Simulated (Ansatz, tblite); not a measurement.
# C14H15IO4S: rung by rung

Aim: run the singlet of C14H15IO4S at one geometry on many levels, and compare frontier levels, spin and run time.

Computed with Ansatz 0.2.0, Gaussian basis. Level: as each input shows.

Plan: GFN1-xTB, GFN2-xTB, PBE-D4/def2-TZVP, r2SCAN-D4/def2-TZVP, PBE-QIDH/def2-TZVP, r2SCAN0-D4/def2-TZVP, B2PLYP/def2-TZVP, LC-ωPBE(0.10)/def2-SVP, LC-ωPBE(0.15)/def2-SVP, LC-ωPBE(0.20)/def2-SVP, LC-ωPBE(0.30)/def2-SVP, PBE-D4/def2-SVP, PBE0-D4/def2-SVP, MP2/def2-SVP, RPA/def2-SVP.

2 further runs of the same task are left out: 2 set aside as unsound or not needed.

## 1. The relaxed structure

The geometry is that of the singlet, from an earlier relaxation (PBE-D4/def2-SVP).

SMILES `COc1ccc([I+]c2ccccc2)cc1.CS(=O)(=O)[O-]`, 35 atoms, charge 0, spin multiplicity 1.

Bond lengths: C1–O2 1.434 Å, C1–H16 1.111 Å, C1–H17 1.110 Å, C1–H18 1.105 Å, O2–C3 1.344 Å, C3–C4 1.410 Å, C3–C15 1.421 Å, C4–C5 1.397 Å, C4–H19 1.105 Å, C5–C6 1.398 Å, C5–H20 1.102 Å, C6–I7 2.122 Å, C6–C14 1.408 Å, I7–C8 2.180 Å, C8–C9 1.399 Å, C8–C13 1.391 Å, C9–C10 1.406 Å, C9–H21 1.100 Å and more. Angles: O2–C1–H16 111.0°, O2–C1–H17 111.4°, O2–C1–H18 105.9°, H16–C1–H17 108.4°, H16–C1–H18 109.5°, H17–C1–H18 110.8°, C1–O2–C3 117.3°, O2–C3–C4 123.2°, O2–C3–C15 116.6°, C4–C3–C15 120.1°, C3–C4–C5 120.1°, C3–C4–H19 122.8°, C5–C4–H19 116.6°, C4–C5–C6 118.2°, C4–C5–H20 117.5°, C6–C5–H20 123.9°, C5–C6–I7 115.7°, C5–C6–C14 123.5° and more.

I takes a core potential in the def2 sets. No spin-orbit coupling is included.

PBE0-D4/def2-TZVP was run before; its log isn't repeated, and its numbers join the tables.

## 2. GFN1-xTB

Tight binding, by tblite at 300 K electronic temperature and without a spin-polarisation term:

```python
tblite.interface.Calculator('GFN1-xTB', numbers, positions, charge=0, uhf=0).singlepoint()
```

Energy -1739.9090 eV, HOMO -11.17 eV, LUMO -9.06 eV; 0.067 s.

## 3. GFN2-xTB

Tight binding, by tblite at 300 K electronic temperature and without a spin-polarisation term:

```python
tblite.interface.Calculator('GFN2-xTB', numbers, positions, charge=0, uhf=0).singlepoint()
```

Energy -1654.9967 eV, HOMO -9.60 eV, LUMO -8.54 eV; 0.059 s.

## 4. PBE-D4/def2-TZVP

start.molden holds the orbitals of an earlier run on this state, given as this run's starting guess.

Input file in.yaml:

```yaml
crystal:
  periodic: [false, false, false]
  atoms:
    - {symbol: C, position_ang: [-3.822479, 1.261615, 0.820441]}
    - {symbol: O, position_ang: [-3.432940, 0.170243, 1.665640]}
    - {symbol: C, position_ang: [-2.575591, -0.729526, 1.155167]}
    - {symbol: C, position_ang: [-2.182407, -0.740138, -0.199295]}
    - {symbol: C, position_ang: [-1.178340, -1.610519, -0.629594]}
    - {symbol: C, position_ang: [-0.608487, -2.476446, 0.307937]}
    - {symbol: I, position_ang: [1.238718, -3.355321, -0.256741]}
    - {symbol: C, position_ang: [2.452635, -1.639757, 0.321025]}
    - {symbol: C, position_ang: [3.468381, -1.838082, 1.262650]}
    - {symbol: C, position_ang: [4.151859, -0.691106, 1.702674]}
    - {symbol: C, position_ang: [3.781200, 0.580514, 1.231485]}
    - {symbol: C, position_ang: [2.744384, 0.721488, 0.297374]}
    - {symbol: C, position_ang: [2.066426, -0.409165, -0.198620]}
    - {symbol: C, position_ang: [-1.017177, -2.541777, 1.653228]}
    - {symbol: C, position_ang: [-2.030656, -1.675890, 2.063621]}
    - {symbol: H, position_ang: [-4.502917, 0.916602, 0.013049]}
    - {symbol: H, position_ang: [-2.940107, 1.745257, 0.351090]}
    - {symbol: H, position_ang: [-4.357744, 1.973544, 1.474256]}
    - {symbol: H, position_ang: [-2.534205, 0.010144, -0.930137]}
    - {symbol: H, position_ang: [-0.804501, -1.487708, -1.658937]}
    - {symbol: H, position_ang: [3.722887, -2.832297, 1.657296]}
    - {symbol: H, position_ang: [4.960961, -0.800244, 2.441236]}
    - {symbol: H, position_ang: [4.304127, 1.472613, 1.608831]}
    - {symbol: H, position_ang: [2.392483, 1.701104, -0.061856]}
    - {symbol: H, position_ang: [1.277763, -0.258071, -0.969456]}
    - {symbol: H, position_ang: [-0.546259, -3.226963, 2.372012]}
    - {symbol: H, position_ang: [-2.376507, -1.668966, 3.107223]}
    - {symbol: C, position_ang: [0.082204, 2.827440, -3.166807]}
    - {symbol: S, position_ang: [-0.487550, 1.562910, -1.997252]}
    - {symbol: O, position_ang: [-1.987364, 1.567437, -2.132528]}
    - {symbol: O, position_ang: [0.164338, 0.277619, -2.491080]}
    - {symbol: O, position_ang: [0.009278, 1.984429, -0.642674]}
    - {symbol: H, position_ang: [-0.355294, 3.796001, -2.862545]}
    - {symbol: H, position_ang: [1.186572, 2.869233, -3.131054]}
    - {symbol: H, position_ang: [-0.263711, 2.543776, -4.177650]}
basis:
  gaussian: {orbitals: def2-TZVP, fitting: {mean_field: def2-universal-jkfit}, initial_orbitals: start.molden}
hamiltonian: {xc: pbe, dispersion: d4}
scf: {omitted_lower_state_checks: [starts]}
output: {orbitals: {seedname: orbitals}}
```

On the command line:

```sh
$ ansatz run in.yaml --threads 2 --pin off --events-out ev --progress --plain --max-ram 32768MiB --backend cuda --devices 0, --max-vram 18GiB
```

Further steps of the session: r2SCAN-D4/def2-TZVP; PBE-QIDH/def2-TZVP; r2SCAN0-D4/def2-TZVP; B2PLYP/def2-TZVP; LC-ωPBE(0.10)/def2-SVP; LC-ωPBE(0.15)/def2-SVP; LC-ωPBE(0.20)/def2-SVP; LC-ωPBE(0.30)/def2-SVP; PBE-D4/def2-SVP; PBE0-D4/def2-SVP; MP2/def2-SVP; RPA/def2-SVP.

Q: Predict the results of all the runs planned. Wanted: gap in def2-TZVP, named functionals, smallest and largest; gap over the ω; correlation energy, MP2/def2-SVP; binding an atom, functionals in def2-TZVP; PBE0 total energy, smallest basis above largest.

As calculated:

```
                                                 quantity                                   value
gap in def2-TZVP, named functionals, smallest and largest  1.24 eV (PBE-D4), 3.92 eV (r2SCAN0-D4)
                                  gap over the ω (1/bohr)          3.74 eV at 0.1, 7.11 eV at 0.3
                         correlation energy, MP2/def2-SVP                               -78.23 eV
                binding an atom, functionals in def2-TZVP   4.50 (r2SCAN0-D4) to 4.77 eV (PBE-D4)
          PBE0 total energy, smallest basis above largest          30.90 eV (def2-SVP, def2-TZVP)
```

Over the named functionals in def2-TZVP the gap runs from 1.24 eV (PBE-D4) to 3.92 eV (r2SCAN0-D4); exact exchange widens it. Raising the ω (1/bohr) from 0.1 to 0.3 moves the HOMO by -2.12 eV and the LUMO by +1.25 eV.
